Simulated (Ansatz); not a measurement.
# Al2O3 (Corundum): the cost of one run

All numbers are computed with the Python package of Ansatz 0.2.0. Level of theory: DFT PBEsol, plane waves, norm-conserving potentials.

## 1. Starting point

It takes space group R-3c (No. 167, trigonal). The conventional cell has a = 4.760 Å, b = 4.760 Å, c = 12.996 Å, α = 90.00°, β = 90.00°, γ = 120.00°. Around Al (site symmetry 3) lie 6 O at 1.85 to 1.97 Å. O (site symmetry 2) has 4 Al at 1.85 to 1.97 Å as nearest neighbours.

Input file al2o3.cif:

```cif
data_Al2O3
_cell_length_a 5.130223
_cell_length_b 5.130223
_cell_length_c 5.130223
_cell_angle_alpha 55.28667
_cell_angle_beta 55.28667
_cell_angle_gamma 55.28667
_symmetry_space_group_name_H-M 'P 1'
_symmetry_Int_Tables_number 1
loop_
_symmetry_equiv_pos_as_xyz
'x, y, z'
loop_
_atom_site_label
_atom_site_type_symbol
_atom_site_fract_x
_atom_site_fract_y
_atom_site_fract_z
Al1 Al    0.352160    0.352160    0.352160
Al2 Al    0.147840    0.147840    0.147840
Al3 Al    0.647840    0.647840    0.647840
Al4 Al    0.852160    0.852160    0.852160
O5 O    0.556680    0.943320    0.250000
O6 O    0.250000    0.556680    0.943320
O7 O    0.943320    0.250000    0.556680
O8 O    0.443320    0.056680    0.750000
O9 O    0.750000    0.443320    0.056680
O10 O    0.056680    0.750000    0.443320
```

## 2. Script

al2o3_analyse.py reads:

```python
"""One SCF of Al2O3 and its post-processing."""

from pathlib import Path
import warnings

import ansatz as az
from ase.io import read
from ase.io.cube import read_cube_data
from ase.units import Bohr
import numpy as np


def main() -> None:
    warnings.simplefilter("ignore", az.DeckWarning)

    atoms = read("al2o3.cif")
    crystal = az.Crystal.from_ase(atoms)

    model = crystal.calculation()
    model = model.functional("PBEsol")
    model = model.pseudopotentials("nc").kpoints(mesh=(6, 6, 6), center="monkhorst-pack")
    model = model.occupations(az.OccupationsMethod.FIXED).scf(extra_bands=4)
    model = model.compute(density=True, output_files={"volumetric_format": "cube"}, stress=True, band_table=True)
    planned = model.session().plan(threads=1)
    facts = planned.describe()
    print("plan:", facts["n_bands"], "bands,", len(facts["kpoints_frac"]), "k-points, plane waves", facts["n_pw_range"], "grid", facts["fft_dense"])
    res = planned.execute()
    report = res.report

    for key in ("converged", "n_iterations", "n_electrons", "n_kpoints", "n_pw", "n_symmetry_ops", "free_energy_ev", "fermi_energy_ev"):
        print(f"{key:18s} {report[key]}")

    # cube files hold the density in electrons per cubic bohr
    folder = Path(res.write_results("cubes"))
    print("\n".join((folder / "rho.cube").read_text().splitlines()[: 6 + 6]))
    values, cube_atoms = read_cube_data(str(folder / "rho.cube"))
    print("electrons from the file:", round(values.mean() * cube_atoms.get_volume() / Bohr ** 3, 3))

    # principal values and the von Mises stress of the deviator
    principal = np.linalg.eigvalsh(np.array(report["stress_gpa"]))
    mises = np.sqrt(0.5 * sum((principal[i] - principal[i - 1]) ** 2 for i in range(3)))
    print("principal stresses (GPa, compression positive):", np.round(principal, 3))
    print(f"mean {principal.mean():.3f} GPa, von Mises {mises:.3f} GPa, PV = {principal.mean() * report['setup']['cell_volume_ang3'] / 160.21766:.4f} eV")

    # the band energy is the weighted sum of filled levels
    eps, occ = np.array(report["eigenvalues_ev"]), np.array(report["occupations"])
    wk = np.tile(report["kweights"], len(eps) // len(report["kweights"]))
    print(f"sum of w f eps = {wk @ (eps * occ).sum(axis=1):.4f} eV, reported band energy {report['components']['e_band']:.4f} eV")

    # band edges over the mesh points; the true edges can lie between them
    levels = np.array(report["eigenvalues_ev"])
    filled = round(report["n_electrons"] / 2)
    top, bottom = levels[:, filled - 1], levels[:, filled]
    print("top of band", filled, "at k =", report["kpoints_frac"][top.argmax()], f"{top.max():.4f} eV")
    print("bottom of band", filled + 1, "at k =", report["kpoints_frac"][bottom.argmin()], f"{bottom.min():.4f} eV")
    print(f"gap by band count {bottom.min() - top.max():.3f} eV, least direct gap {(bottom - top).min():.3f} eV")


if __name__ == "__main__":
    main()
```

## 3. The input behind the calls

The package turns the script's settings into the engine's input:

```yaml
crystal:
  lattice:
    - [5.130223, 0.0, 0.0]
    - [2.9215121026074202, 4.217102685973792, 0.0]
    - [2.9215121026074202, 1.5301442953607556, 3.9297090858513055]
  atoms:
    - { symbol: Al, position: [0.35215999999999986, 0.35216, 0.35216] }
    - { symbol: Al, position: [0.14784, 0.14784000000000005, 0.14783999999999997] }
    - { symbol: Al, position: [0.6478399999999999, 0.64784, 0.64784] }
    - { symbol: Al, position: [0.8521600000000003, 0.8521599999999999, 0.8521599999999999] }
    - { symbol: O, position: [0.5566799999999998, 0.9433199999999999, 0.24999999999999997] }
    - { symbol: O, position: [0.24999999999999986, 0.5566800000000001, 0.94332] }
    - { symbol: O, position: [0.94332, 0.25000000000000006, 0.5566799999999998] }
    - { symbol: O, position: [0.4433200000000001, 0.05668000000000005, 0.7499999999999999] }
    - { symbol: O, position: [0.7499999999999999, 0.44332000000000005, 0.056679999999999994] }
    - { symbol: O, position: [0.056679999999999967, 0.75, 0.44331999999999994] }
kpoints:
  mp_grid:
    grid: [6, 6, 6]
    shift: [0.5, 0.5, 0.5]
hamiltonian:
  xc: pbesol
  pseudopotentials:
    kind: nc
scf:
  n_extra_bands: 4
  occupations:
    method: fixed
output:
  write_density: true
  volumetric_format: cube
  stress: true
  eigenvalues: true
```

## 4. Running it

Launch:

```
$ python al2o3_analyse.py
```

What time and memory should one allow on 1 thread of Intel Xeon Platinum 8259CL at 2.50GHz (Skylake/Cascade Lake), shared host?

About 16 s, with a peak of 0.69 GiB.
